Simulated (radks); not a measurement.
**Tc²⁺ in [Kr] 4d5: an all-electron calculation**

What are the levels of the technetium ion Tc2+, how large are its shells, and how does its energy divide?

The numbers are computed with radks (a radial shooting solver on a logarithmic mesh, Libxc functionals) version 1 (scalar-relativistic Kohn-Sham, revPBE, spin-polarised, spherical densities, point nucleus; open shells are filled with parallel spins first), except any that are marked as measured or tabulated.

## 1. Starting point

- element: technetium (Z = 43)
- charge: +2
- electrons: 41
- configuration: [Kr] 4d5

Outer shells as boxes (Hund's rule):

Tc²⁺
```
[Kr] core
4d [↑ ][↑ ][↑ ][↑ ][↑ ]
```

## 2. The calculation

Input:

```text
Z 43
configuration [Kr] 4d5 5s0 5p0 4f0 5d0
relativity scalar-relativistic
functional pbe_r,pbe
spin polarised
nucleus point
c 137.035999084
```

What does the calculation give?

The runs gave:

```
                        quantity                   value
                    total energy     -4285.13234 hartree
exchange-correlation share of it                  2.99 %
                            −T/E                  1.0326
          highest occupied level       4d up, -23.768 eV
    most extended occupied level  4d up, <r> = 1.60 bohr
 radius at density 0.001 e/bohr³               3.51 bohr
    maxima of the radial density                       4
         ionisation energy, NIST   29.550 (semi-emp.) eV
```

**Reading.** The radial density shows 4 maxima for 4 occupied principal shells. Relativity lifts −T/E to 1.033. Minus the highest eigenvalue, 23.768 eV, is 80 % of the tabulated ionisation energy (29.550 eV); the potential of a semilocal functional falls off too fast, so its top eigenvalue is too shallow. Open shells are spherical and high-spin; term and fine-structure splittings are not resolved.
